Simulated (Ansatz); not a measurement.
# H8O4Zn2: the cost of one run

Program: Ansatz 0.2.0. Level of theory: the levels named in each step. These are calculated values, not measurements.

**1. Starting point**

Bond lengths: Zn5–Zn6 2.513 Å, O1–H7 0.964 Å, O1–H8 0.962 Å, O2–H9 0.967 Å, O2–H10 0.967 Å, O3–H11 0.966 Å, O3–H12 0.965 Å, O4–H13 0.969 Å, O4–H14 0.962 Å. Angles: H7–O1–H8 105.8°, H9–O2–H10 106.4°, H11–O3–H12 106.0°, H13–O4–H14 106.7°.

Coordinates:

```xyz
14

O     0.4285    2.2688   -0.2646
O     1.4969   -0.5120   -1.6784
O    -0.4953   -2.2324    0.2478
O    -1.4163    0.5561    1.7266
Zn   -0.9325    0.0936   -0.8411
Zn    0.9284   -0.1208    0.8335
H     0.1822    3.1360    0.0772
H     1.0521    2.4367   -0.9782
H     1.5609   -1.4099   -2.0316
H     2.1383    0.0205   -2.1679
H    -0.3241   -3.1304   -0.0650
H    -1.1699   -2.3129    0.9337
H    -1.9838    0.2342    2.4430
H    -1.4136    1.5162    1.7872
```

**2. A rough first relaxation, PBE-D4/def2-SVP**

This run stands in another session on the same molecule. It ended at:

```xyz
14

O    -0.6059    2.8868    1.0209
O     1.6501   -1.3450   -0.9442
O    -0.7005   -2.0800    0.2331
O     0.2077    0.4258    0.7002
Zn   -1.5932    0.4419   -3.1681
Zn   -0.3170   -0.4130   -1.1792
H    -0.0321    3.6589    0.8547
H    -1.1431    3.1393    1.7960
H     1.4399   -2.2285   -0.5713
H     2.2491   -1.5082   -1.7001
H    -0.7133   -1.5737    1.0752
H    -1.5034   -2.6388    0.2357
H     1.1819    0.3910    0.7898
H    -0.0684    1.3872    0.8794
```

**3. Relaxation, HF/STO-3G**

input.yaml reads:

```yaml
crystal:
  periodic: [false, false, false]
  atoms:
    - { symbol: O, position_ang: [-0.60588774, 2.8868097, 1.02092191] }
    - { symbol: O, position_ang: [1.65007571, -1.34499449, -0.94415939] }
    - { symbol: O, position_ang: [-0.70054256, -2.08004541, 0.23312781] }
    - { symbol: O, position_ang: [0.20767407, 0.42582369, 0.70018194] }
    - { symbol: Zn, position_ang: [-1.59315184, 0.44193647, -3.16814155] }
    - { symbol: Zn, position_ang: [-0.31698689, -0.41304056, -1.17916068] }
    - { symbol: H, position_ang: [-0.03206402, 3.65886402, 0.85467046] }
    - { symbol: H, position_ang: [-1.14311611, 3.13928173, 1.79598387] }
    - { symbol: H, position_ang: [1.43993782, -2.22849367, -0.57133909] }
    - { symbol: H, position_ang: [2.24905867, -1.50820443, -1.70008355] }
    - { symbol: H, position_ang: [-0.71327595, -1.57372739, 1.07524787] }
    - { symbol: H, position_ang: [-1.50335771, -2.63877897, 0.23570341] }
    - { symbol: H, position_ang: [1.18189321, 0.39104666, 0.78977916] }
    - { symbol: H, position_ang: [-0.06838664, 1.38719265, 0.87940782] }
magnetization:
  spin_polarized: true
  initial_magnetization: 1
total_charge: 1
basis:
  gaussian: { orbitals: STO-3G }
hamiltonian:
  xc: hf
relax:
  f_tol: 0.004
  max_steps: 150
```

The run is started by

```bash
$ ansatz run input.yaml --threads 4 --pin off --max-ram 10240MiB --backend cpu --events-out ev --progress --plain --runs-dir out
```

What time and memory should one allow on 4 threads of Arm Neoverse V1, shared host?

About 9.3 min, with a peak of 0.39 GiB.
